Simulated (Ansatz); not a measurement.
# SiBrCl3 (bromotrichlorosilane) at BLYP/cc-pVDZ

Aim: the energy change on altering one bond length of SiBrCl3 (bromotrichlorosilane) at BLYP/cc-pVDZ, from 2 runs. 

The calculation is run with Ansatz 0.2.0.

55 further runs of the same task are left out: 12 that didn't finish, 43 set aside as unsound or not needed.

**1. The structure to begin with**

SiBrCl3: 5 atoms, total charge 0, spin state singlet. SMILES: `Cl[Si](Cl)(Cl)Br`. The coordinates come from a PBE0-D4/def2-TZVP relaxation.

Bond lengths: Cl1–Si2 2.023 Å, Si2–Cl3 2.023 Å, Si2–Cl4 2.023 Å, Si2–Br5 2.188 Å. Angles: Cl1–Si2–Cl3 109.3°, Cl1–Si2–Cl4 109.3°, Cl1–Si2–Br5 109.7°, Cl3–Si2–Cl4 109.3°, Cl3–Si2–Br5 109.7°, Cl4–Si2–Br5 109.7°.

**2. A single-point energy at BLYP/cc-pVDZ**

Contents of in.yaml:

```yaml
crystal:
  periodic: [false, false, false]
  atoms:
    - {symbol: Cl, position_ang: [-0.852900, -0.217700, 1.821600]}
    - {symbol: Si, position_ang: [0.003400, -0.042600, -0.003200]}
    - {symbol: Cl, position_ang: [1.690500, -1.158200, -0.059200]}
    - {symbol: Cl, position_ang: [-1.285700, -0.709700, -1.412800]}
    - {symbol: Br, position_ang: [0.494400, 2.054400, -0.387900]}
basis:
  gaussian: {orbitals: cc-pVDZ}
hamiltonian: {xc: {name: BLYP}}
accuracy: high
output: {orbitals: {seedname: orbitals}}
magnetization: {spin_polarized: false}
```

Command:

```
$ ansatz run in.yaml --threads 1 --pin off --max-ram 3480MiB --events-out events.jsonl --progress --plain --runs-dir runs
```

What it wrote:

```text
Warning: RAYON_NUM_THREADS=1 ignored (pool sized by the plan → 1); use --threads N
Functional definition: BLYP
  name "BLYP"
  parameter beta = 0.0042
  parameter a = 0.04918
  parameter b = 0.132
  parameter c = 0.2533
  parameter d = 0.349
  exchange = b88_x(beta = beta)
  correlation = lyp_c(a = a, b = b, c = c, d = d)
2154 factors; integrals over basis functions are off by at most 4.6e-9 eV
mean field evaluation 1: about -115495.7316 eV, gradient 1.8e1 eV
mean field evaluation 2: about -115495.4089 eV, gradient 2.2e1 eV
mean field evaluation 4: about -115496.6161 eV, gradient 7.1e-1 eV
mean field evaluation 8: about -115496.6104 eV, gradient 5.3e-3 eV
mean field evaluation 16: about -115496.6104 eV, gradient 1.7e-7 eV
mean field -115496.61039214 eV, -4244.4221454967 hartree, gradient 4.9e-8 eV, S^2 0.000000; 0 other end points of the search recorded, 0 dependent functions left out
reference -115496.61044771 eV, -4244.4221475389 hartree; 50, 50 occupied and 49, 49 virtual orbitals, 2154 factors
Total energy: -115496.61044771 eV, -4244.4221475389 hartree
```

Wall time 14 s (1 thread of Arm Neoverse V2, shared host); peak memory 0.28 GiB.

**3. The distorted shape**

Contents of run.yaml:

```yaml
crystal:
  periodic: [false, false, false]
  atoms:
    - {symbol: Cl, position_ang: [-2.877418, 1.121018, 1.888800]}
    - {symbol: Si, position_ang: [-2.021118, 1.296118, 0.064000]}
    - {symbol: Cl, position_ang: [1.690500, -1.158200, -0.059200]}
    - {symbol: Cl, position_ang: [-3.310218, 0.629018, -1.345600]}
    - {symbol: Br, position_ang: [-1.530118, 3.393118, -0.320700]}
basis:
  gaussian: {orbitals: cc-pVDZ}
magnetization: {spin_polarized: false, initial_magnetization: 0}
hamiltonian: {xc: {name: BLYP}}
accuracy: high
output: {orbitals: {seedname: orbitals}}
```

Command:

```
$ ansatz run run.yaml --threads 1 --pin off --max-ram 3480MiB --events-out events.jsonl --progress --plain --runs-dir runs
```

What it wrote, cut to the lines that bear on the results:

```text
Warning: RAYON_NUM_THREADS=1 ignored (pool sized by the plan → 1); use --threads N
[... 9 set-up lines as earlier in the session ...]
2069 factors; integrals over basis functions are off by at most 4.6e-9 eV
mean field evaluation 1: about -115487.4810 eV, gradient 3.0e1 eV
mean field evaluation 2: about -115256.9104 eV, gradient 1.2e2 eV
mean field evaluation 4: about -115489.3511 eV, gradient 2.0e1 eV
mean field evaluation 8: about -115479.0924 eV, gradient 3.0e1 eV
mean field evaluation 16: about -115492.7519 eV, gradient 5.0e-6 eV
mean field evaluation 32: about -115492.1199 eV, gradient 1.1e1 eV
mean field -115492.75185933 eV, -4244.2803470313 hartree, gradient 1.6e-8 eV, S^2 0.000000; 2 other end points of the search recorded, 0 dependent functions left out
reference -115492.75192354 eV, -4244.2803493912 hartree; 50, 50 occupied and 49, 49 virtual orbitals, 2069 factors
Total energy: -115492.75192354 eV, -4244.2803493912 hartree
```

It took 16 s on 1 thread of Arm Neoverse V2, shared host; peak memory 0.26 GiB.

**4. What came out**

At BLYP/cc-pVDZ:

| quantity | value |
| --- | --- |
| first shape: total energy | -4244.42215 Eh |
| first shape: HOMO energy | -7.37 eV |
| first shape: LUMO energy | -1.61 eV |
| first shape: HOMO–LUMO gap | 5.76 eV |
| distorted shape: total energy | -4244.28035 Eh |
| energy change with the Si2–Cl3 bond stretched from 2.023 to 4.451 Å | 3.859 eV |

In words: One bond (distorted shape) is far stretched, which a spin-restricted single reference describes badly; a broken-symmetry solution may lie lower. With the Si2–Cl3 bond stretched from 2.023 to 4.451 Å the energy rises by 3.86 eV (89 kcal/mol). The first shape isn't relaxed at this level, so the change isn't measured from a minimum. A restricted reference can't describe the breaking bond well at this length.
